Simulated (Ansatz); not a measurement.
**HBrO: energies up the ladder**

An exercise on one series of results from a longer session: the logs are not shown, and one member is left open.

Computed with Ansatz 0.2.0 (the levels named in each step, unless a step's input says otherwise).

### Starting point

Bond lengths: O1–Br2 1.799 Å, O1–H3 0.964 Å. Angles: Br2–O1–H3 107.2°.

Structure file:

```xyz
3

O    -1.3983    0.4857    0.0000
Br    0.3048   -0.0935   -0.0001
H    -1.9651   -0.2939    0.0097
```

The first run:

input.yaml reads:

```yaml
crystal:
  periodic: [false, false, false]
  atoms:
    - { symbol: O, position_ang: [-1.41458094, 0.50439587, -0.00013018] }
    - { symbol: Br, position_ang: [0.29708232, -0.10460268, 1.657e-05] }
    - { symbol: H, position_ang: [-1.94112139, -0.30159319, 0.00970362] }
basis:
  gaussian: { orbitals: def2-TZVPP }
hamiltonian:
  xc: pbe0
  dispersion: d4
phonons: {}
```

On the command line:

```
$ ansatz run input.yaml --threads 2 --pin off --max-ram 5120MiB --backend cpu --events-out ev --progress --plain --runs-dir out
```

Steps of the session up to this table: Frequencies, PBE0-D4/def2-TZVPP; Single point, PBE-D4/def2-TZVPP; Single point, r2SCAN-D4/def2-TZVPP; Single point, B3LYP-D4/def2-TZVPP; Single point, wB97M-V/def2-TZVPP; Single point, B2PLYP/def2-TZVPP; Single point, LDA/def2-TZVPP; Single point, PBE0-D4/def2-SVP; Single point, PBE-D4/def2-SVP; Single point, CCSD(T)/def2-TZVPP; Single point, CCSD(T)/def2-QZVPP; The cation of multiplicity 2 at the same geometry, PBE0-D4/def2-TZVPP; The cation of multiplicity 2 at the same geometry, PBE-D4/def2-TZVPP; The cation of multiplicity 2 at the same geometry, r2SCAN-D4/def2-TZVPP; The cation of multiplicity 2 at the same geometry, B3LYP-D4/def2-TZVPP; The cation of multiplicity 2 at the same geometry, wB97M-V/def2-TZVPP; The cation of multiplicity 2 at the same geometry, B2PLYP/def2-TZVPP; The cation of multiplicity 2 at the same geometry, CCSD(T)/def2-TZVPP; The cation of multiplicity 2 at the same geometry, CCSD(T)/def2-QZVPP.

One of the session's tables, all rows but one given; the rest of the session is left out.

It belongs to the step «Vertical ionisation energy». 

| level | vertical ionisation energy (eV) |
| --- | --- |
| PBE-D4/def2-TZVPP | 10.333 |
| r2SCAN-D4/def2-TZVPP | ? |
| B3LYP-D4/def2-TZVPP | 10.629 |
| wB97M-V/def2-TZVPP | 10.671 |
| B2PLYP/def2-TZVPP | 10.533 |
| CCSD(T)/def2-TZVPP | 10.586 |
| CCSD(T)/def2-QZVPP | 10.742 |
| CCSD(T)/CBS | 10.864 |

**Question.** Estimate the row for r2SCAN-D4/def2-TZVPP.

The run gave: vertical ionisation energy (eV): 10.506. In the column «vertical ionisation energy (eV)» it lies between PBE-D4/def2-TZVPP (10.333) and B2PLYP/def2-TZVPP (10.533).
